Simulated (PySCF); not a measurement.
**Tin: the same states on changed settings**

An exercise on one series of results from a longer session: the logs are not shown, and one member is left open.

Program: PySCF 2.14.0. Level of theory: unrestricted determinants in a Gaussian basis, no spin-orbit coupling in the energies. These are calculated values, not measurements, unless marked.

## Starting point

| Item | Value |
| --- | --- |
| Element | tin (Z = 50) |
| Basis | cc-pVDZ-PP with ECP28MDF |
| Hamiltonian | scalar relativity through the core potential |
| State 1 | Sn: [Kr] 4d10 5s2 5p2, high-spin 3P determinant |
| State 2 | Sn⁺: [Kr] 4d10 5s2 5p1, 2P determinant |
| Methods | UHF, PBE0, PBE, MP2, CCSD(T) |
| Core shells frozen in the correlated runs | valence: 4s2 4p6 4d10 (for Sn) |

Outer shells as boxes (Hund's rule):

Sn [Kr] 4d10 5s2 5p2
```
[Kr] core
4d [↑↓][↑↓][↑↓][↑↓][↑↓]
5s [↑↓]
5p [↑ ][↑ ][  ]
```

Sn+ [Kr] 4d10 5s2 5p1
```
[Kr] core
4d [↑↓][↑↓][↑↓][↑↓][↑↓]
5s [↑↓]
5p [↑ ][  ][  ]
```

The sound run (cc-pVDZ-PP with ECP28, a scalar-relativistic core potential, symmetry-adapted start, fine grid, valence correlation) gave:

```tsv
species	method	energy (hartree)
Sn	UHF	-213.33481
Sn	PBE0	-214.25280
Sn	PBE	-214.24247
Sn	MP2 (valence)	-213.36919
Sn	CCSD(T) (valence)	-213.38384
Sn⁺	UHF	-213.08277
Sn⁺	PBE0	-213.98435
Sn⁺	PBE	-213.97602
Sn⁺	MP2 (valence)	-213.10933
Sn⁺	CCSD(T) (valence)	-213.12289
```

One driver process ran all states and methods and kept the integrals in memory. Each run is shown as a PySCF script that sums up its settings (the driver passes frozen orbitals as a list and adds second-order terms of double hybrids); the logs are those of the runs themselves.

The first run:

The driver's launch:

```bash
$ OMP_NUM_THREADS=1 python atomrun2.py TASK.json OUT
```

Input file input.py:

```python
from pyscf import gto, scf, dft, mp, cc
import basis_set_exchange as bse
txt = bse.get_basis("cc-pVDZ-PP", elements=["Sn"], fmt="nwchem", header=False)
cut = txt.index("\nECP")
mol = gto.M(atom="Sn 0 0 0", charge=0, spin=2, symmetry="D2h",
            basis=gto.basis.parse(txt[:cut]),
            ecp={"Sn": gto.basis.parse_ecp(txt[cut:])})
mf = scf.UHF(mol)
mf.irrep_nelec = {'Ag': (4, 4), 'B1g': (1, 1), 'B2g': (1, 1), 'B3g': (1, 1), 'B1u': (2, 1), 'B2u': (2, 1), 'B3u': (1, 1)}
mf.init_guess = "1e"
mf.max_cycle = 50
mf.kernel()
```

Among the steps run: Changed run, Sn; Changed run, Sn⁺: the ladder of methods.

One table of the session follows, with a row left open; its other results are not shown here.

Ionisation energy of Sn:

```
 method  sound run (eV)
    UHF           6.858
   PBE0           7.305
    PBE           7.251
    MP2           7.071
SCS-MP2               ?
   CCSD           7.095
CCSD(T)           7.101
```

Estimate the missing values for SCS-MP2.

**Answer.** sound run (eV): 7.017. In the column «sound run (eV)» it lies between UHF (6.858) and MP2 (7.071).
